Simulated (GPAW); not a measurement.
# Sn3Se (Pm-3m) in GPAW: further runs

The runs below take Sn3Se through equation of state, single point, with PBE, TB-mBJ.

Program: GPAW 26.7.0. These are calculated values, not measurements. Logs are shortened: lines on timing, memory, paths and dates and some standing lists are left out, and cuts for length are marked. The log counts tension as positive stress, the text compression.

### Step 1. Starting point

It takes space group Pm-3m (No. 221, cubic). The conventional cell has a = 4.742 Å, b = 4.742 Å, c = 4.742 Å, α = 90.00°, β = 90.00°, γ = 90.00°. Sn (site symmetry 4/mmm) has 8 Sn at 3.35 Å and 4 Se at 3.35 Å as nearest neighbours. Se (site symmetry m-3m) has 12 Sn at 3.35 Å as nearest neighbours.

The cell comes from a database or a generator and needn't be the stable form of this composition.

### Step 2. Equation of state, PBE

The input, run.py:

```python
from ase import Atoms
from ase.eos import EquationOfState
from ase.io import Trajectory
from ase.units import GPa
from gpaw import GPAW, PW

atoms = Atoms(['Sn', 'Sn', 'Sn', 'Se'],
              cell=[[4.741879, 0.0, 0.0],
                    [0.0, 4.741879, 0.0],
                    [0.0, 0.0, 4.741879]],
              scaled_positions=[[0.5, 0.5, 0.0],
                                [0.5, 0.0, 0.5],
                                [0.0, 0.5, 0.5],
                                [0.0, 0.0, 0.0]],
              pbc=True)

traj = Trajectory('eos.traj', 'w')
volumes, energies = [], []
for x in [0.94, 0.96, 0.98, 1.0, 1.02, 1.04, 1.06]:
    a = atoms.copy()
    a.set_cell(atoms.cell * x**(1 / 3), scale_atoms=True)
    calc = GPAW(mode=PW(600),
                xc='PBE',
                kpts={'size': (6, 6, 6), 'gamma': True},
                occupations={'name': 'fermi-dirac', 'width': 0.05},
                nbands=38,
                convergence={'density': 1e-05, 'energy': 1e-05},
                maxiter=150,
                txt=f'eos-{x:.2f}.txt')
    a.calc = calc
    energies.append(a.get_potential_energy(force_consistent=True))
    volumes.append(a.get_volume())
    p = -a.get_stress()[:3].mean() / GPa
    calc.write(f'eos-{x:.2f}.gpw')
    traj.write(a)
    print(f'{x:.2f} {volumes[-1]:10.4f} A^3 {energies[-1]:14.6f} eV {p:9.3f} GPa', flush=True)

v0, e0, B = EquationOfState(volumes, energies, eos='birchmurnaghan').fit()
print(f'V0 = {v0:.4f} A^3, E0 = {e0:.6f} eV, B0 = {B / GPa:.2f} GPa')
```

Potentials or basis: GPAW PAW data sets (gpaw-data 1.2.1), pw.

Launch:

```bash
> OMP_NUM_THREADS=1 python run.py
```

Output:

```text
__  _  _
 | _ |_)|_||  |
 |__||  | ||/\| - 26.7.0

Input parameters:
  mode=PW(ecut=600.0),
  convergence={'density': 1e-05, 'energy': 1e-05},
  kpts=MonkhorstPack(size=(6, 6, 6), gamma=True),
  maxiter=150,
  nbands=38,
  occupations=Occupations(name='fermi-dirac', width=0.05),
  xc=XC(name='PBE')

Diagonalizing LCAO Hamiltonian
Converting LCAO to pw mode
    .----------.
   /|          |
  / |          |
 *  |          |
 | Sn          |
 |  |          |
 |  .--Sn------.
 | /    Sn    /
 |/          /
 Se---------*

Atoms  # Å, Bohr magnetons
|   | symbol |        x |        y |        z |    initial magnetic moments |
|---|--------|----------|----------|----------|-----------------------------|
| 0 |     Sn | 2.322539 | 2.322539 | 0.000000 | ( 0.0000,  0.0000,  0.0000) |
| 1 |     Sn | 2.322539 | 0.000000 | 2.322539 | ( 0.0000,  0.0000,  0.0000) |
| 2 |     Sn | 0.000000 | 2.322539 | 2.322539 | ( 0.0000,  0.0000,  0.0000) |
| 3 |     Se | 0.000000 | 0.000000 | 0.000000 | ( 0.0000,  0.0000,  0.0000) |

Unit cell  # Å
| periodic |        x |        y |        z |  lengths |    angles |
|----------|----------|----------|----------|----------|-----------|
|      yes | 4.645079 | 0.000000 | 0.000000 | 4.645079 | 90.000000 |
|      yes | 0.000000 | 4.645079 | 0.000000 | 4.645079 | 90.000000 |
|      yes | 0.000000 | 0.000000 | 4.645079 | 4.645079 | 90.000000 |

Number of symmetries: 48
Symmetry operations  # r_c * U_cc + t_c -> r_c
|    | kind |            matrix            |
|----|------|------------------------------|
|  0 |  E   |  1, 0, 0,  0, 1, 0,  0, 0, 1 |
|  1 |  σ   |  1, 0, 0,  0, 1, 0,  0, 0,-1 |
|  2 |  σ   |  1, 0, 0,  0, 0, 1,  0, 1, 0 |
|  3 |  C4  |  1, 0, 0,  0, 0, 1,  0,-1, 0 |
|  4 |  C4  |  1, 0, 0,  0, 0,-1,  0, 1, 0 |
|  5 |  σ   |  1, 0, 0,  0, 0,-1,  0,-1, 0 |
|  6 |  σ   |  1, 0, 0,  0,-1, 0,  0, 0, 1 |
|  7 |  C2  |  1, 0, 0,  0,-1, 0,  0, 0,-1 |
|  8 |  σ   |  0, 1, 0,  1, 0, 0,  0, 0, 1 |
|  9 |  C2  |  0, 1, 0,  1, 0, 0,  0, 0,-1 |
| 10 |  C3  |  0, 1, 0,  0, 0, 1,  1, 0, 0 |
| 11 |  S6  |  0, 1, 0,  0, 0, 1, -1, 0, 0 |
| 12 |  S6  |  0, 1, 0,  0, 0,-1,  1, 0, 0 |
| 13 |  C3  |  0, 1, 0,  0, 0,-1, -1, 0, 0 |
| 14 |  C4  |  0, 1, 0, -1, 0, 0,  0, 0, 1 |
| 15 |  S4  |  0, 1, 0, -1, 0, 0,  0, 0,-1 |
| 16 |  C3  |  0, 0, 1,  1, 0, 0,  0, 1, 0 |
| 17 |  S6  |  0, 0, 1,  1, 0, 0,  0,-1, 0 |
| 18 |  σ   |  0, 0, 1,  0, 1, 0,  1, 0, 0 |
| 19 |  C4  |  0, 0, 1,  0, 1, 0, -1, 0, 0 |
| 20 |  C2  |  0, 0, 1,  0,-1, 0,  1, 0, 0 |
| 21 |  S4  |  0, 0, 1,  0,-1, 0, -1, 0, 0 |
| 22 |  S6  |  0, 0, 1, -1, 0, 0,  0, 1, 0 |
| 23 |  C3  |  0, 0, 1, -1, 0, 0,  0,-1, 0 |
| 24 |  S6  |  0, 0,-1,  1, 0, 0,  0, 1, 0 |
| 25 |  C3  |  0, 0,-1,  1, 0, 0,  0,-1, 0 |
| 26 |  C4  |  0, 0,-1,  0, 1, 0,  1, 0, 0 |
| 27 |  σ   |  0, 0,-1,  0, 1, 0, -1, 0, 0 |
| 28 |  S4  |  0, 0,-1,  0,-1, 0,  1, 0, 0 |
| 29 |  C2  |  0, 0,-1,  0,-1, 0, -1, 0, 0 |
| 30 |  C3  |  0, 0,-1, -1, 0, 0,  0, 1, 0 |
| 31 |  S6  |  0, 0,-1, -1, 0, 0,  0,-1, 0 |
| 32 |  C4  |  0,-1, 0,  1, 0, 0,  0, 0, 1 |
| 33 |  S4  |  0,-1, 0,  1, 0, 0,  0, 0,-1 |
| 34 |  S6  |  0,-1, 0,  0, 0, 1,  1, 0, 0 |
| 35 |  C3  |  0,-1, 0,  0, 0, 1, -1, 0, 0 |
| 36 |  C3  |  0,-1, 0,  0, 0,-1,  1, 0, 0 |
| 37 |  S6  |  0,-1, 0,  0, 0,-1, -1, 0, 0 |
| 38 |  σ   |  0,-1, 0, -1, 0, 0,  0, 0, 1 |
| 39 |  C2  |  0,-1, 0, -1, 0, 0,  0, 0,-1 |
| 40 |  σ   | -1, 0, 0,  0, 1, 0,  0, 0, 1 |
| 41 |  C2  | -1, 0, 0,  0, 1, 0,  0, 0,-1 |
| 42 |  C2  | -1, 0, 0,  0, 0, 1,  0, 1, 0 |
| 43 |  S4  | -1, 0, 0,  0, 0, 1,  0,-1, 0 |
| 44 |  S4  | -1, 0, 0,  0, 0,-1,  0, 1, 0 |
| 45 |  C2  | -1, 0, 0,  0, 0,-1,  0,-1, 0 |
| 46 |  C2  | -1, 0, 0,  0,-1, 0,  0, 0, 1 |
| 47 |  i   | -1, 0, 0,  0,-1, 0,  0, 0,-1 |

BZ-sampling:
  Number of BZ points: 216
  Number of IBZ points: 20

  Monkhorst-Pack size: [6, 6, 6]
  Monkhorst-Pack shift: [0.08333333333333333, 0.08333333333333333, 0.08333333333333333]

K-points  # in reciprocal-cell coordinates
|     |                                coordinates |     weight |
|-----|--------------------------------------------|------------|
|   0 | (  0.00000000,   0.00000000,   0.00000000) | 0.00462963 |
|   1 | (  0.16666667,   0.00000000,   0.00000000) | 0.02777778 |
|   2 | (  0.16666667,   0.16666667,   0.00000000) | 0.05555556 |
|   3 | (  0.16666667,   0.16666667,   0.16666667) | 0.03703704 |
|   4 | (  0.33333333,   0.00000000,   0.00000000) | 0.02777778 |
|   5 | (  0.33333333,   0.16666667,   0.00000000) | 0.11111111 |
|   6 | (  0.33333333,   0.16666667,   0.16666667) | 0.11111111 |
|   7 | (  0.33333333,   0.33333333,   0.00000000) | 0.05555556 |
|   8 | (  0.33333333,   0.33333333,   0.16666667) | 0.11111111 |
|   9 | (  0.33333333,   0.33333333,   0.33333333) | 0.03703704 |
| ... |                                            |            |
|  19 | (  0.50000000,   0.50000000,   0.50000000) | 0.00462963 |

Plane wave coefficients: 3407
Cutoff: 600.0 eV

Spin-components: 1 (collinear spins)
Bands:           38
Projectors:      23
Spin-degeneracy: 2
Datatype:        complex128

Parallelization:
  kpt:    1
  domain: 1
  band:   1

Density:
  Valence electrons: 48.0
  Components: 1
  Grid points: [27 27 27]
  Charge: 0.0  # |e|

Potential:
  Grid points: [27 27 27]

species:
  Sn:
    name:    Tin
    Z:       50.0
    valence: 14
    core:    36
    charge:  0.0  # [|e|]
    compensation charges:
      type: gauss
      rc: 0.38  # [Å]
      lmax: 2
    cutoffs:
      filter: 2.23  # [Å]
      core: 2.35  # [Å]
    projectors
    | kind |    occ | energy [eV] | rcut [Å] |
    |------|--------|-------------|----------|
    |   5s |  2.000 |     -10.538 |    1.201 |
    |   5p |  2.000 |      -3.696 |    1.270 |
    |   4d | 10.000 |     -25.845 |    1.185 |
    |    s |        |      16.674 |    1.201 |
    |    p |        |      23.515 |    1.270 |
    |    d |        |       1.367 |    1.185 |

    Using partial waves for Sn as LCAO basis

  Se:
    name:    Selenium
    Z:       34.0
    valence: 6
    core:    28
    charge:  0.0  # [|e|]
    compensation charges:
      type: gauss
      rc: 0.27  # [Å]
      lmax: 2
    cutoffs:
      filter: 1.77  # [Å]
      core: 2.67  # [Å]
    projectors
    | kind |    occ | energy [eV] | rcut [Å] |
    |------|--------|-------------|----------|
    |   4s |  2.000 |     -17.277 |    0.847 |
    |   4p |  4.000 |      -6.512 |    1.005 |
    |    s |        |       9.935 |    0.847 |
    |    p |        |      20.699 |    1.005 |
    |    d |        |       0.000 |    0.847 |

    Using partial waves for Se as LCAO basis

Reference energy: -570135.612052  # eV

eigensolver:
  PPCG
  Converge bands: occupied
  niter=2

density mixing:
  MSR1-Mixer
  Pratt-step length: 0.05
  Maximum mixing coefficient: 0.75
  Old densities: 10
  SVD Regularization: 0.005
  Good broyden scale: 1.0
  Trust region scale: 1.0
  Backstep threshold: 4.0
  History deletion threshold: 6.0
  Fourier metric: weight=20.0, sigma=0.015

occupation numbers:
  Fermi-Dirac:
    width: 0.0500  # eV

poisson solver:
  ecut: 4800.0  # eV

xc functional:
  name: PBE with 2 nearest neighbor stencil

convergence criteria:
- Maximum integral of absolute [dens]ity change: 1e-05 electrons / valence electron
- Maximum [total energy] change in last 3 cyles: 1e-05 eV / valence electron
- Maximum integral of absolute [eigenst]ate change: 4e-08 eV^2 / valence electron
maximum number of iterations: 150

SCF iterations
|iter     | |      energy | eigst |  dens |
|---------|-|-------------|-------|-------|
|iter:   1| |  -15.360763 | +0.27 |       |
|iter:   2| |  -15.458579 | -1.72 | -1.61 |
|iter:   3| |  -15.384634 | -2.66 | -1.65 |
|iter:   4| |  -15.373690 | -3.24 | -2.07 |
|iter:   5| |  -15.373330 | -4.51 | -2.73 |
|iter:   6| |  -15.373420c| -5.03 | -3.07 |
|iter:   7| |  -15.373441c| -5.86 | -3.71 |
|iter:   8| |  -15.373441c| -7.77c| -4.55 |
|iter:   9| |  -15.373441c| -7.77c| -4.84 |
|iter:  10| |  -15.373441c| -8.90c| -6.06c|

Converged in 10 steps
Energy contributions relative to reference atoms: (reference = -570135.612052)

Energy contributions:
  Kinetic:          25.499696
  Coulomb:         -23.877181
  Zero:             -0.021863
  External:          0.000000
  Xc:              -16.963417
  Entropy:          -0.021352
  Spinorbit:         0.000000
  ----------------------------
  Free energy:     -15.384117
  Extrapolated:    -15.373441

dipole moment: (-32.851669, -32.851669, -32.851669)  # |e|*Ang

Fermi level: 7.751
Eigenvalues  # (at kpt = [0.000, 0.000, 0.000])
| band index |      eig [eV] | occ [0-2] |
|------------|---------------|-----------|
|          0 |       -14.053 |     2.000 |
|        ... |               |           |
|         17 |         3.002 |     2.000 |
|         18 |         3.002 |     2.000 |
|         19 |         3.143 |     2.000 |
|         20 |         3.143 |     2.000 |
|         21 |         3.143 |     2.000 |
|         22 |         7.708 |     1.411 |
[... 8 lines left out ...]
|         31 |        13.467 |     0.000 |
|         32 |        13.467 |     0.000 |
|        ... |               |           |
|         37 |        19.552 |     0.000 |

No gap
No difference between direct/indirect transitions

Stress tensor  # eV/Ang^3
|         x |         y |         z |
|-----------|-----------|-----------|
| -0.021375 |  0.000000 |  0.000000 |
|  0.000000 | -0.021375 |  0.000000 |
|  0.000000 |  0.000000 | -0.021375 |

# Writing to eos-0.94.gpw (mode='')
```

Wall time 4.4 min (1 thread of Arm Neoverse V2, shared host); peak memory 0.42 GiB.

What came out:

```
Equilibrium volume                      : 26.70 Å³/atom
Bulk modulus                            : 47 GPa
Pressure derivative of the bulk modulus : 4.3
```

Energy against volume, from the lowest point:
| volume (Å³/atom) | energy (meV/atom) |
| --- | --- |
| 25.056 | 16.79 |
| 25.590 | 7.41 |
| 26.123 | 1.93 |
| 26.656 | 0.00 |
| 27.189 | 1.26 |
| 27.722 | 5.39 |
| 28.255 | 12.06 |

### Step 3. Single point, TB-mBJ

The input, run.py:

```python
from ase import Atoms
from ase.dft.bandgap import bandgap
from ase.io import write
from gpaw import GPAW, PW

atoms = Atoms(['Sn', 'Sn', 'Sn', 'Se'],
              cell=[[4.741879, 0.0, 0.0],
                    [0.0, 4.741879, 0.0],
                    [0.0, 0.0, 4.741879]],
              scaled_positions=[[0.5, 0.5, 0.0],
                                [0.5, 0.0, 0.5],
                                [0.0, 0.5, 0.5],
                                [0.0, 0.0, 0.0]],
              pbc=True)

calc = GPAW(mode=PW(600),
            xc='TB09',
            kpts={'size': (6, 6, 6), 'gamma': True},
            occupations={'name': 'fermi-dirac', 'width': 0.05},
            nbands=38,
            convergence={'density': 1e-05, 'energy': 1e-05},
            eigensolver='cg',
            maxiter=150,
            txt='gpaw.txt')
atoms.calc = calc
energy = atoms.get_potential_energy()
calc.write('gs.gpw')
write('result.traj', atoms)
print('Fermi level:', round(calc.get_fermi_level(), 4), 'eV')
print(f'Gap: {bandgap(calc)[0]:.4f} eV, direct: {bandgap(calc, direct=True)[0]:.4f} eV')
```

Potentials or basis: GPAW PAW data sets for LDA (gpaw-data 1.2.1), pw.

Launch:

```bash
> OMP_NUM_THREADS=1 python run.py
```

It took 3.3 min on 1 thread of Arm Neoverse V2, shared host; peak memory 0.35 GiB.

It converged, with:

```yaml
Band_gap_on_the_k_mesh: none (metal or under the smearing width)
```

Levels at points of the mesh, in eV from the Fermi level:
```tsv
k point	band 22	band 23	band 24	band 25	band 26	band 27
(0.00, 0.00, 0.00)	-4.41	-0.13	-0.13	-0.13	2.40	2.40
(0.50, 0.00, 0.00)	-2.04	-1.79	-1.79	-0.06	1.88	2.21
(0.50, 0.50, 0.00)	-2.11	-2.11	-0.62	0.04	0.11	0.11
(0.50, 0.50, 0.50)	-5.30	-4.75	1.95	1.95	1.95	5.92
```

Caveat: a model potential gives levels but no total energy; the PAW data sets were made with another functional, which shifts forces and pressure a little.
